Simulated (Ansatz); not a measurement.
Write a Python script for the Python package of Ansatz (0.2.0) that makes a rigid scan of one bond angle of CH₅GeO, SMILES O[CH2][GeH2]. Use (for the species named): r2SCAN, def2-SVP basis, multiplicity 2.

```yaml
atoms:
  - { symbol: O, position_ang: [-1.4139, 0.8530, 0.1746] }
  - { symbol: C, position_ang: [-0.6482, -0.3178, 0.1414] }
  - { symbol: Ge, position_ang: [1.2282, 0.1018, 0.4592] }
  - { symbol: H, position_ang: [-1.2024, 1.3485, -0.6590] }
  - { symbol: H, position_ang: [-1.0000, -1.0034, 0.9394] }
  - { symbol: H, position_ang: [-0.7579, -0.8302, -0.8399] }
  - { symbol: H, position_ang: [1.7364, 1.0551, -0.6523] }
  - { symbol: H, position_ang: [2.0579, -1.2071, 0.4366] }
```

Script `ch5geo.py`:
```python
"""Energy of CH5GeO against one bond angle."""

import ansatz as az
from ase import Atoms

BASIS_SET = "def2-SVP"
XC = "r2SCAN"
FORCE_TOL = 0.02


def main() -> None:
    atoms = Atoms(["O", "C", "Ge", "H", "H", "H", "H", "H"], positions=[
        [-1.4139, 0.853, 0.1746],
        [-0.6482, -0.3178, 0.1414],
        [1.2282, 0.1018, 0.4592],
        [-1.2024, 1.3485, -0.659],
        [-1.0, -1.0034, 0.9394],
        [-0.7579, -0.8302, -0.8399],
        [1.7364, 1.0551, -0.6523],
        [2.0579, -1.2071, 0.4366],
    ])

    # relax first, so that the scan starts from a minimum
    first = (
        az.Crystal.molecule_from_ase(atoms).calculation()
        .basis(gaussian=BASIS_SET)  # the orbital basis, by name
        .functional(XC)
        .spin("collinear", total=1)
        .relax(force_tolerance=FORCE_TOL, max_steps=80)
    )
    atoms.positions = first.run(threads=1).report["positions_ang"]

    rows = []
    for angle in [90, 100, 110, 120, 135, 150, 165, 179]:
        bent = atoms.copy()
        bent.set_angle(1, 0, 3, angle, indices=[3])
        model = (
            az.Crystal.molecule_from_ase(bent).calculation()
            .basis(gaussian=BASIS_SET)
            .functional(XC)
            .spin("collinear", total=1)
        )
        rows.append((angle, model.run(threads=1).report["free_energy_ev"]))
    floor = min(e for _, e in rows)
    for angle, e in rows:
        print(f"angle C1-O0-H3 = {angle:3d} deg   {1000 * (e - floor):9.1f} meV")


if __name__ == "__main__":
    main()
```

```console
$ python ch5geo.py
angle C1-O0-H3 =  90 deg       272.9 meV
angle C1-O0-H3 = 100 deg        47.6 meV
angle C1-O0-H3 = 110 deg         0.0 meV
angle C1-O0-H3 = 120 deg        98.2 meV
angle C1-O0-H3 = 135 deg       438.2 meV
angle C1-O0-H3 = 150 deg       879.9 meV
angle C1-O0-H3 = 165 deg      1257.7 meV
angle C1-O0-H3 = 179 deg      1421.2 meV
```

Notes:
- The scan is rigid, and the energies are electronic, in a modest basis. The zero is the lowest point of the grid, which needn't be the minimum.
- The run takes the species as open-shell (spin multiplicity 2), which needn't be its ground state.
- Wall time of the script: 3.1 min on 1 thread of Arm Neoverse V1, on a shared host, peak memory 0.26 GiB.
